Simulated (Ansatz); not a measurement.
# Sn5Ge12: the cost of one run

All numbers below are computed with Ansatz 0.2.0 (DFT PBE, scalar-relativistic, plane waves, PAW).

### 1 The starting structure

The cell holds 17 atoms (Ge12Sn5): a = 7.082 Å, b = 7.723 Å, c = 7.545 Å, α = 95.21°, β = 89.49°, γ = 91.15°.

It is the last frame of an earlier stage of the same melt, run at 300 K.

Structure file:

```
CELL_PARAMETERS angstrom
7.08157 -0.07351 0.03066
-0.07351 7.71502 -0.34697
0.03066 -0.34697 7.53684
ATOMIC_POSITIONS crystal
Sn 0.31661 0.87511 0.37578
Sn 0.86220 0.40538 0.23599
Sn 0.64103 0.69127 0.90408
Sn 0.36548 0.45845 0.22504
Sn 0.82213 0.34186 0.68220
Ge 0.43413 0.13213 0.02507
Ge 0.24423 0.84545 0.91566
Ge 0.68562 0.97814 0.65902
Ge 0.16610 0.21007 0.43410
Ge 0.69891 0.71810 0.36558
Ge 0.26578 0.27083 0.76386
Ge 0.60009 0.12740 0.35952
Ge 0.03634 0.55489 0.91596
Ge 0.97520 0.82894 0.18562
Ge 0.03693 0.76133 0.64602
Ge 0.81179 0.10367 0.01811
Ge 0.34890 0.53070 0.59213
```

### 2 Relaxation without symmetry, coarse mesh

Cell and atoms move without symmetry, on a coarse mesh with loose thresholds.

Input file input.yaml:

```yaml
crystal:
  lattice:
    - [7.081566, -0.073508, 0.030664]
    - [-0.073508, 7.715024, -0.346972]
    - [0.030664, -0.346972, 7.536843]
  atoms:
    - { symbol: Sn, position: [0.3166064757, 0.8751089086, 0.3757801414] }
    - { symbol: Sn, position: [0.8621979734, 0.4053826969, 0.2359924598] }
    - { symbol: Sn, position: [0.6410250582, 0.6912708187, 0.9040784535] }
    - { symbol: Sn, position: [0.3654840172, 0.4584535577, 0.225040086] }
    - { symbol: Sn, position: [0.8221332815, 0.3418593709, 0.6821980782] }
    - { symbol: Ge, position: [0.4341311818, 0.1321311328, 0.0250674703] }
    - { symbol: Ge, position: [0.244233889, 0.8454452411, 0.915657155] }
    - { symbol: Ge, position: [0.6856157048, 0.978139966, 0.6590164641] }
    - { symbol: Ge, position: [0.1661037797, 0.2100667381, 0.4341035845] }
    - { symbol: Ge, position: [0.6989062806, 0.7181026511, 0.3655839493] }
    - { symbol: Ge, position: [0.2657841529, 0.2708302817, 0.7638638769] }
    - { symbol: Ge, position: [0.6000933583, 0.1274004947, 0.3595176251] }
    - { symbol: Ge, position: [0.0363408755, 0.5548866901, 0.9159626038] }
    - { symbol: Ge, position: [0.9752001848, 0.8289437963, 0.1856181719] }
    - { symbol: Ge, position: [0.0369348063, 0.7613282706, 0.6460206435] }
    - { symbol: Ge, position: [0.8117853055, 0.1036668421, 0.0181071299] }
    - { symbol: Ge, position: [0.3488982388, 0.5306965647, 0.5921307921] }
  symmetry: { detect: false }
basis:
  ecutwfc: 420
kpoints:
  mp_grid: { grid: [2, 2, 2], shift: [0.5, 0.5, 0.5] }
hamiltonian:
  xc: pbe
scf:
  occupations: { method: gaussian, width: 0.1 }
  lower_state_search: "off"
output:
  forces: true
  stress: true
  eigenvalues: true
relax:
  adjacent_minimum: "off"
  f_tol: 0.04
  max_steps: 70
  cell: { stress_tol: 0.3 }
```

On the command line:

```sh
$ ansatz run input.yaml --threads 2 --pin off --max-ram 5120MiB --backend cpu --events-out ev --progress --plain --runs-dir out
```

What time and memory should one allow on 2 threads of Arm Neoverse V2, shared host?

About 5.8 min, with a peak of 0.91 GiB.
